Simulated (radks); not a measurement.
# The Coulomb parameter U of the 4d shell of Pd⁺

An exercise on one series of results from a longer session: the logs are not shown, and one member is left open.

The numbers are computed with radks (a radial shooting solver on a logarithmic mesh, Libxc functionals) version 1 (Dirac Kohn-Sham, PBE, spin-unpolarised, spherical densities, finite nucleus; open shells are shared between the two j in proportion to 2j + 1), except any that are marked as measured or tabulated.

## What is computed

| Item | Value |
| --- | --- |
| element | palladium (Z = 46) |
| charge | +1 |
| electrons | 45 |
| configuration | [Kr] 4d8 5p1 |
| nuclear rms radius | 4.5318 fm |

Outer shells as boxes (Hund's rule):

Pd⁺
```
[Kr] core
4d [↑↓][↑↓][↑↓][↑ ][↑ ]
5p [↑ ][  ][  ]
```

Set-up of the first run:

Settings of this run:

```text
Z 46
configuration [Kr] 4d8 5p1
relativity Dirac
functional pbe,pbe
spin unpolarised
j_filling average
nucleus finite rms 4.5318 fm
c 137.035999084
```

Among the steps run: Start: [Kr] 4d8 5p1.

One of the session's tables, all rows but one given; the rest of the session is left out.

It belongs to the step «Start: [Kr] 4d8 5p1». Sizes of the orbitals, from the radial functions (bohr):

```
level     <r>  outermost maximum (interpolated)  90 % within  nodes
3d5/2  0.3591                             0.284        0.569      0
4s1/2  0.9424                             0.851         1.37      3
4p1/2       ?                                 ?            ?      ?
4p3/2   1.043                             0.916         1.54      2
4d3/2   1.380                              1.07         2.19      1
4d5/2   1.398                              1.08         2.22      1
5p1/2   3.445                              2.88         5.16      3
5p3/2   3.549                              2.97         5.31      3
```

Estimate the missing values for 4p1/2.

The run gave: <r>: 1.013; outermost maximum (interpolated): 0.892; 90 % within: 1.50; nodes: 2. In the column «<r>» it lies between 4s1/2 (0.9424) and 4p3/2 (1.043).
